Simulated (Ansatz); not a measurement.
# Nitrogen, solid alpha-N2 under LDA: structure and ground-state energy

What does LDA give for nitrogen in the solid alpha-N2 structure? We relax it, then solve it on a dense k-mesh. Spin polarisation is left out. The k-meshes are 3×3×3 for the relaxation; 6×6×6 for the dense run. The starting cell is the measured one, from the Crystallography Open Database.

Program: Ansatz 0.2.0. Level of theory: DFT LDA (PW92), plane waves (420 eV) with PAW, scalar-relativistic; PAW files made under PBE, frozen cores solved again for the functional. These are calculated values, not measurements.

### Step 1. Starting point

It takes space group Pa-3 (No. 205, cubic). Conventional cell: a = 5.644 Å, b = 5.644 Å, c = 5.644 Å, α = 90.00°, β = 90.00°, γ = 90.00°. N (site symmetry 3) is surrounded by 1 N at 1.06 Å.

As a file:

```cif
data_structure
_symmetry_space_group_name_H-M 'Pa-3'
_symmetry_Int_Tables_number 205
_cell_length_a 5.6440
_cell_length_b 5.6440
_cell_length_c 5.6440
_cell_angle_alpha 90.000
_cell_angle_beta 90.000
_cell_angle_gamma 90.000
_cell_volume 179.79
loop_
_atom_site_label
_atom_site_type_symbol
_atom_site_symmetry_multiplicity
_atom_site_Wyckoff_symbol
_atom_site_fract_x
_atom_site_fract_y
_atom_site_fract_z
_atom_site_occupancy
N1 N 8 c 0.05400 0.05400 0.05400 1
```

### Step 2. Relaxation of the cell

The input, input.yaml:

```yaml
crystal:
  lattice:
    - [5.644, 0.0, 0.0]
    - [0.0, 5.644, 0.0]
    - [0.0, 0.0, 5.644]
  atoms:
    - { symbol: "N", position: [0.054, 0.054, 0.054] }
    - { symbol: "N", position: [0.446, 0.946, 0.554] }
    - { symbol: "N", position: [0.554, 0.446, 0.946] }
    - { symbol: "N", position: [0.946, 0.554, 0.446] }
    - { symbol: "N", position: [0.946, 0.946, 0.946] }
    - { symbol: "N", position: [0.554, 0.054, 0.446] }
    - { symbol: "N", position: [0.446, 0.554, 0.054] }
    - { symbol: "N", position: [0.054, 0.446, 0.554] }
hamiltonian:
  xc: lda
  pseudopotentials:
    kind: paw
    azcp:
      "N": "pseudopotentials/N.paw.azcp"
basis:
  ecutwfc: 420
  fft_grid_basis: typed
kpoints:
  mp_grid: { grid: [3, 3, 3], shift: [0, 0, 0] }
magnetization:
  spin_polarized: false
scf:
  occupations: { method: fermi_dirac, width: 0.05 }
relax:
  max_steps: 60
  f_tol: 0.01
  cell: {}
```

After this run come: Dense single point.

Q: Predict the outcome of this session. Wanted: space group; conventional cell; volume; shortest distance; gap on the mesh; relative to N2 molecule.

**Answer**, as computed:

| quantity | value |
| --- | --- |
| space group (spins left aside) | Pa-3 (No. 205) |
| conventional cell | a = 5.226 Å |
| volume | 17.841 Å³/atom |
| shortest distance | 1.093 Å |
| against the measured volume | -20.6 % (22.474 Å³/atom) |
| gap on the mesh | 6.87 eV |
| relative to N2 molecule | -61 meV/atom |

LDA puts the volume 20.6 % below the measured one. Against the reference form of nitrogen (N2 molecule, computed apart with the same settings) it stands 61 meV/atom lower, so this level prefers it, against what is seen in nature. The mesh shows a gap of 6.87 eV. A gap read on the mesh alone is an upper bound to the gap of this level of theory. The symmetry was held, so the structure may be unstable against distortions that break it.
